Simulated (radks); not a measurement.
# Valence configurations of P⁺

Aim: which of several valence configurations of P⁺ lies lowest at this level, and whether it is the one NIST lists ([Ne] 3s2 3p2).

The numbers are computed with radks (a radial shooting solver on a logarithmic mesh, Libxc functionals) version 1 (Dirac Kohn-Sham, PBE, spin-unpolarised, spherical densities, finite nucleus; open shells fill j = l - 1/2 first), except any that are marked as measured or tabulated.

### 1 Starting point

| Item | Value |
| --- | --- |
| element | phosphorus (Z = 15) |
| charge | +1 |
| electrons | 14 |
| configuration | [Ne] 3s2 3p2 |
| nuclear rms radius | 3.1889 fm |
| others tried | 3s1.5 3p2.5; 3s1 3p3; 3p4; 3s0.5 3p3.5 |

### 2 [Ne] 3s2 3p2

Settings of this run:

```text
Z 15
configuration [Ne] 3s2 3p2
relativity Dirac
functional pbe,pbe
spin unpolarised
j_filling energy
nucleus finite rms 3.1889 fm
c 137.035999084
```

### 3 [Ne] 3s1.5 3p2.5

Settings, as their differences from step 2:

```diff
@@ -1,3 +1,3 @@
 Z 15
-configuration [Ne] 3s2 3p2
+configuration [Ne] 3s1.5 3p2.5
 relativity Dirac
```

### 4 [Ne] 3s1 3p3

Settings, as their differences from step 3:

```diff
@@ -1,3 +1,3 @@
 Z 15
-configuration [Ne] 3s1.5 3p2.5
+configuration [Ne] 3s1 3p3
 relativity Dirac
```

### 5 [Ne] 3p4

Settings, as their differences from step 4:

```diff
@@ -1,3 +1,3 @@
 Z 15
-configuration [Ne] 3s1 3p3
+configuration [Ne] 3p4
 relativity Dirac
```

### 6 [Ne] 3s0.5 3p3.5

Settings, as their differences from step 5:

```diff
@@ -1,3 +1,3 @@
 Z 15
-configuration [Ne] 3p4
+configuration [Ne] 3s0.5 3p3.5
 relativity Dirac
```

What does the calculation give? Wanted: for each run, valence; E − E(NIST configuration); highest level; its energy; 1s shift.

The runs gave:

```tsv
valence	E − E(NIST configuration) (eV)	highest level	its energy (eV)	1s shift (eV)
3s2 3p2	0.000	3p1/2	-14.241	+0.00
3s1.5 3p2.5	4.558	3p3/2	-14.481	-0.78
3s1 3p3	9.140	3p3/2	-14.775	-1.53
3s0.5 3p3.5	13.745	3p3/2	-15.061	-2.27
3p4	18.372	3p3/2	-15.337	-2.99
```

**Reading.** The NIST configuration is the lowest of those tried, 4.558 eV under 3s1.5 3p2.5. The energies are those of spherical spin-averaged densities, not of single terms. The 1s eigenvalue shifts by up to 2.99 eV as the valence charge is rearranged.
